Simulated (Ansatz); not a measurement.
# H5N3OW: the cost of one run

Computed with Ansatz 0.2.0, Gaussian basis. Level: the settings change from run to run.

## (1) The molecule

An earlier PBE0-D4 in a triple-zeta def2 set relaxation fixed the geometry. W takes a core potential in def2 sets; no spin-orbit term is included.

10 atoms, charge 0, spin multiplicity 1.

Atoms are counted from 1 here; the program's logs count them from 0.

Bond lengths: N1–W2 1.753 Å, N1–H6 1.007 Å, W2–N3 1.755 Å, W2–N4 1.951 Å, W2–O5 1.912 Å, N3–H7 1.007 Å, N4–H8 1.007 Å, N4–H9 1.007 Å, O5–H10 0.959 Å. Angles: W2–N1–H6 158.5°, N1–W2–N3 114.9°, N1–W2–N4 106.9°, N1–W2–O5 107.7°, N3–W2–N4 106.6°, N3–W2–O5 109.0°, N4–W2–O5 111.9°, W2–N3–H7 155.6°, W2–N4–H8 123.4°, W2–N4–H9 123.3°, H8–N4–H9 111.5°, W2–O5–H10 119.2°.

## (2) B97M-V/x2c-TZVPPall

Set apart from the defaults: atoms shaken by 0.03 Å, high accuracy.

Input file in.yaml:

```yaml
crystal:
  periodic: [false, false, false]
  atoms:
    - {symbol: N, position_ang: [-1.337849, 0.315314, -1.210105]}
    - {symbol: W, position_ang: [0.071280, 0.153198, -0.204473]}
    - {symbol: N, position_ang: [1.238904, -0.961366, -0.755204]}
    - {symbol: N, position_ang: [-0.696783, -0.422228, 1.543012]}
    - {symbol: O, position_ang: [0.908653, 1.922728, -0.015023]}
    - {symbol: H, position_ang: [-1.888067, 0.206796, -2.013648]}
    - {symbol: H, position_ang: [1.644489, -1.713345, -1.305142]}
    - {symbol: H, position_ang: [-0.149110, -1.085677, 2.133049]}
    - {symbol: H, position_ang: [-1.598340, -0.390341, 1.798349]}
    - {symbol: H, position_ang: [1.797958, 1.975329, 0.031553]}
basis:
  gaussian: {orbitals: x2c-TZVPPall}
hamiltonian: {xc: {name: B97M-V}}
accuracy: high
output: {forces: true}
```

The run is started by

```sh
ansatz run in.yaml --threads 4 --pin off --events-out ev --progress --plain --max-ram 10444MiB
```

Q: Estimate wall time and peak memory on 4 threads of Arm Neoverse N1, shared host.

About 3.1 min, with a peak of 2.8 GiB.
